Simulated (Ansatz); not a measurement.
# NaS6: one candidate of a structure search

Aim: relax a trial structure of NaS6 and see where it ends.

Computed with Ansatz 0.2.0 (DFT PBE, scalar-relativistic, plane waves, PAW, unless a step's input says otherwise).

## 1. The system as given

The structure is hexagonal, space group P6/mmm (No. 191). The conventional cell has a = 6.114 Å, b = 6.114 Å, c = 10.251 Å, α = 90.00°, β = 90.00°, γ = 120.00°. S (site symmetry mm2) has 2 S at 1.01 Å in its first shell of neighbours.

Coordinates:

```xyz
7
Lattice="6.1140 0.0000 0.0000 -3.0570 5.2949 0.0000 0.0000 0.0000 10.2512" Properties=species:S:1:pos:R:3 pbc="T T T"
Na    0.0000    0.0000    0.0000
S     3.0570    4.2810    5.1256
S     0.8780    0.5069    5.1256
S     5.2360    0.5069    5.1256
S     0.0000    1.0138    5.1256
S     2.1790    4.7879    5.1256
S    -2.1790    4.7879    5.1256
```

Recipe of the guess: random cell by space group and Wyckoff sites (P6/mmm, No. 191). The dimensions are guesses.

## 2. Probe: one point on a coarse mesh

Input file input.yaml:

```yaml
crystal:
  lattice:
    - [6.11396662, 0.0, 0.0]
    - [-3.05698331, 5.29485041, 0.0]
    - [0.0, 0.0, 10.251207]
  atoms:
    - { symbol: Na, position: [0.0, 0.0, 0.0] }
    - { symbol: S, position: [0.90426519, 0.80853038, 0.5] }
    - { symbol: S, position: [0.19146962, 0.09573481, 0.5] }
    - { symbol: S, position: [0.90426519, 0.09573481, 0.5] }
    - { symbol: S, position: [0.09573481, 0.19146962, 0.5] }
    - { symbol: S, position: [0.80853038, 0.90426519, 0.5] }
    - { symbol: S, position: [0.09573481, 0.90426519, 0.5] }
basis:
  ecutwfc: 420
kpoints:
  mp_grid: { grid: [3, 3, 2] }
hamiltonian:
  xc: pbe
scf:
  occupations: { method: gaussian, width: 0.1 }
  lower_state_search: "off"
output:
  forces: true
  stress: true
  eigenvalues: true
```

The run is started by

```
ansatz run input.yaml --threads 1 --pin off --max-ram 2560MiB --backend cpu --events-out ev --progress --plain --runs-dir out
```

The session goes on with these runs: rough relaxation on the coarse mesh; final relaxation.

**Question.** What will these runs give? Wanted: conventional cell; volume; energy over the elements; gap on the mesh.

**Answer**, as computed:

| quantity | value |
| --- | --- |
| symmetry at the end (tolerance 0.05 Å) | space group P6/mmm (No. 191) |
| conventional cell | a = 7.025 Å, b = 7.025 Å, c = 4.423 Å, α = 90.00°, β = 90.00°, γ = 120.00° |
| volume | 27.01 Å³/atom |
| energy over the elements | +0.19 eV/atom |
| gap on the mesh | none (metal) |

In words: The space group P6/mmm (No. 191) is kept, and the volume per atom shrinks by 43.0 % from the first guess. The formation energy is positive, so the separate elements lie lower. No finished test with a distortion of lower symmetry is shown, so the end may be a saddle point. The final runs have no spin polarisation, so a magnetic state may lie lower. Where forces pass 15 eV/Å atoms stand far too close, the PAW spheres overlap strongly and those numbers are rough.
